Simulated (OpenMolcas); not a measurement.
# One shape, several levels: BCNF2 (SMILES N#CB(F)F)

Wanted: a comparison of 6 runs (B3LYP/6-31G*, B3LYP/6-311+G**, M06-2X/6-311+G**, PBE0/6-311+G**, r2SCAN/6-311+G**, CCSD(T)/6-311+G**) of BCNF2. 

Program for the calculation: OpenMolcas 26.06.

1 further run of the same task is left out (set aside as unsound or not needed).

### Step 1. Starting point

The species is BCNF2 (5 atoms), meant as a singlet with charge 0. SMILES: `N#CB(F)F`. Geometry: relaxed at PBE0-D4/def2-TZVP.

Bond lengths: N1–C2 1.150 Å, C2–B3 1.543 Å, B3–F4 1.306 Å, B3–F5 1.306 Å. Angles: N1–C2–B3 180.0°, C2–B3–F4 119.9°, C2–B3–F5 119.9°, F4–B3–F5 120.2°.

### Step 2. Energy and forces at B3LYP/6-31G(d) (spherical functions) (run 1)

Input file job.inp:

```
&gateway
baslib=$CurrDir
coord
5
angstrom
N       -0.715100       1.789700       0.801000
C       -0.319400       0.804800       0.359300
B        0.212000      -0.517400      -0.233800
F        1.451200      -0.872800      -0.026200
F       -0.578700      -1.277900      -0.941900
basis=6-31Gs
group=NoSym
&seward
gridinput
Grid=UltraFine
End of Grid
&scf
ksdft=B3LYP
thresholds=1e-10 1e-07 1e-07 1e-05
prorbitals=1
&alaska
```

The basis set 6-31G* is read from a file made from the Basis Set Exchange's data (not shown).

Command:

```
$ export MOLCAS_MEM=1860
$ pymolcas job.inp > job.log
```

Standard output:

```text
--- Start Module: gateway ---
[...]
--- Stop Module: gateway /rc=_RC_ALL_IS_WELL_ ---
[...]
      Basis functions           70
[...]
--- Start Module: scf ---
[...]
       Convergence after  14 Iterations
[...]
::    Total KS-DFT energy                            -317.4919784317
[...]
      Total spin, S                                     0.0000000000
[...]
      Total electronic charge=   36.000000
      Total            charge=   -0.000000
[...]
      Dipole Moment (debye):
      Origin of the operator (angstrom)=    0.0675   -0.1578   -0.0725
                   X=  6.4532E-01               Y= -1.6062E+00               Z= -7.2047E-01           Total=  1.8749E+00
      Quadrupole Moment (debye*angstrom):
[...]
--- Stop Module: scf /rc=_RC_ALL_IS_WELL_ ---
[...]
--- Start Module: alaska ---
[...]
 *              Molecular gradients               *
 **************************************************
  Irreducible representation: a
 ------------------------------------------------------------------------------------------
                              X                       Y                       Z
 ------------------------------------------------------------------------------------------
  N1                9.98614708778955E-03   -2.48477749544627E-02   -1.11457397618953E-02
  C2               -9.54477344140114E-03    2.37427797490266E-02    1.06533162327107E-02
  B3                2.22022352518603E-03   -5.54850434144605E-03   -2.50008738896867E-03
  F4               -7.86430114966308E-03    2.01916338445773E-03   -1.45321450905644E-03
  F5                5.20270397807288E-03    4.63433616240394E-03    4.44572542723165E-03
 ------------------------------------------------------------------------------------------
--- Stop Module: alaska /rc=_RC_ALL_IS_WELL_ ---
[...]
```

Wall time 17 s (1 thread of Arm Neoverse V1, shared host); peak memory 0.42 GiB.

### Step 3. Energy and forces at B3LYP/6-311+G(d,p) (run 2)

Input file mol.input:

```
>>> EXPORT MOLCAS_PRINT=2

&GATEWAY
 BasLib=$CurrDir
 BasisSet
 N.6-311pGss....
 N1 -0.715100 1.789700 0.801000 angstrom
 End of Basis
 BasisSet
 C.6-311pGss....
 C2 -0.319400 0.804800 0.359300 angstrom
 End of Basis
 BasisSet
 B.6-311pGss....
 B3 0.212000 -0.517400 -0.233800 angstrom
 End of Basis
 BasisSet
 F.6-311pGss....
 F4 1.451200 -0.872800 -0.026200 angstrom
 F5 -0.578700 -1.277900 -0.941900 angstrom
 End of Basis

&SEWARD
 GridInput
 Grid=UltraFine
 End of Grid

&SCF
 KSDFT=B3LYP
 Thresholds=1e-10 1e-07 1e-07 1e-05
 PrOrbitals=0

&ALASKA
```

The basis set 6-311+G** is read from a file made from the Basis Set Exchange's data (not shown).

Command:

```
$ export MOLCAS_MEM=1860
$ pymolcas mol.input > mol.log
```

Standard output:

```text
--- Start Module: gateway ---
[...]
--- Stop Module: gateway /rc=_RC_ALL_IS_WELL_ ---
[...]
      Basis functions          110
[...]
--- Start Module: scf ---
[...]
       Convergence after  14 Iterations
[...]
::    Total KS-DFT energy                            -317.5983040972
[...]
      Total spin, S                                     0.0000000000
[...]
      Total electronic charge=   36.000000
      Total            charge=   -0.000000
[...]
      Dipole Moment (debye):
      Origin of the operator (angstrom)=    0.0675   -0.1578   -0.0725
                   X=  6.1379E-01               Y= -1.5278E+00               Z= -6.8530E-01           Total=  1.7834E+00
      Quadrupole Moment (debye*angstrom):
[...]
--- Stop Module: scf /rc=_RC_ALL_IS_WELL_ ---
[...]
--- Start Module: alaska ---
[...]
 *              Molecular gradients               *
 **************************************************
  Irreducible representation: a
 ------------------------------------------------------------------------------------------
                              X                       Y                       Z
 ------------------------------------------------------------------------------------------
  N1                3.17381856076615E-03   -7.89206786681618E-03   -3.54136302459107E-03
  C2               -3.56797344194248E-03    8.86589686958894E-03    3.98129451234364E-03
  B3                3.21609113636756E-03   -8.02337667331732E-03   -3.60981390637782E-03
  F4               -7.32341028794181E-03    2.34139001900857E-03   -1.08421328635311E-03
  F5                4.50147403272538E-03    4.70815765155130E-03    4.25409570494928E-03
 ------------------------------------------------------------------------------------------
--- Stop Module: alaska /rc=_RC_ALL_IS_WELL_ ---
[...]
```

Run time: 36 s. Hardware: 1 thread of Arm Neoverse V1, shared host; peak memory 0.65 GiB.

Runs 3 to 5 aren't shown in full; the table further down has their settings and results.

### Step 4. A single-point energy at CCSD(T)/6-311+G(d,p) (Cholesky decomposition) (run 6)

Input file mol.inp:

```
>>> EXPORT MOLCAS_PRINT=2

&GATEWAY
  BasLib=$CurrDir
  Coord
  5
  angstrom
  N       -0.715100       1.789700       0.801000
  C       -0.319400       0.804800       0.359300
  B        0.212000      -0.517400      -0.233800
  F        1.451200      -0.872800      -0.026200
  F       -0.578700      -1.277900      -0.941900
  Basis=6-311pGss
  Group=NoSym

&SEWARD
  High

&SCF
  Thresholds=1e-10 1e-07 1e-07 1e-05
  PrOrbitals=1 1

&CHCC
  Frozen=5
  Threshold=1e-08
  MaxIterations=80

&CHT3
  Frozen=5
```

The basis set 6-311+G** is read from a file made from the Basis Set Exchange's data (not shown).

Command:

```
$ export MOLCAS_MEM=1860
$ pymolcas mol.inp > mol.log
```

Standard output:

```text
--- Start Module: gateway ---
[...]
--- Stop Module: gateway /rc=_RC_ALL_IS_WELL_ ---
[...]
      Basis functions          110
[...]
       Convergence after  15 Iterations
[...]
::    Total SCF energy                               -316.0892992047
[...]
      Total spin, S                                     0.0000000000
[...]
      Total electronic charge=   36.000000
      Total            charge=   -0.000000
[...]
      Dipole Moment (debye):
      Origin of the operator (angstrom)=    0.0675   -0.1578   -0.0725
                   X=  6.0208E-01               Y= -1.4987E+00               Z= -6.7226E-01           Total=  1.7494E+00
      Quadrupole Moment (debye*angstrom):
[...]
--- Start Module: chcc ---
[...]
--- Stop Module: chcc /rc=_RC_ALL_IS_WELL_ ---
[...]
--- Start Module: cht3 ---
[...]
--- Stop Module: cht3 /rc=_RC_ALL_IS_WELL_ ---
[...]
```

It took 10 min on 1 thread of Arm Neoverse V1, shared host; peak memory 0.26 GiB.

### Step 5. The series

```csv
run,level,integral approximation,task,energy (Eh),dipole moment (D) of the reference,HOMO energy (eV),LUMO energy (eV),wall time
1,B3LYP/6-31G* (spherical functions),none,gradient,-317.491978,1.87,-10.05,-2.10,17 s
2,B3LYP/6-311+G**,none,gradient,-317.598304,1.78,-10.52,-2.69,36 s
3,M06-2X/6-311+G**,none,gradient,-317.490181,1.76,-12.22,-1.41,48 s
4,PBE0/6-311+G**,none,gradient,-317.254882,1.78,-10.80,-2.44,34 s
5,r2SCAN/6-311+G**,none,gradient,-317.441854,1.82,-9.67,-3.18,47 s
6,CCSD(T)/6-311+G** (Cholesky decomposition),CD high,energy,-316.902144,1.75,-14.04,1.12,10 min
```

### Step 6. What came out

| quantity | value |
| --- | --- |
| run 6: total energy | -316.90214 Eh |
| run 6: dipole moment (mean-field density) | 1.75 D |
| run 6: HOMO energy (Hartree–Fock orbitals) | -14.04 eV |
| run 6: LUMO energy (Hartree–Fock orbitals) | 1.12 eV |
| run 6: HOMO–LUMO gap (Hartree–Fock orbitals) | 15.16 eV |
| run 6: correlation energy (5 core orbitals frozen) | -812.8 mEh |
| run 6: (T) correction | -28.27 mEh |

Over runs 1, 2, 3, 4, 5 the dipole moment (its size) runs from 1.76 D (M06-2X/6-311+G**) to 1.87 D (B3LYP/6-31G*). The two ends differ in method and basis. Over runs 1, 2, 3, 4, 5 the HOMO–LUMO gap runs from 6.48 eV (r2SCAN/6-311+G**) to 10.81 eV (M06-2X/6-311+G**). Totals of different functionals can't be ranked against each other. All runs together took 13 min, the longest 10 min.
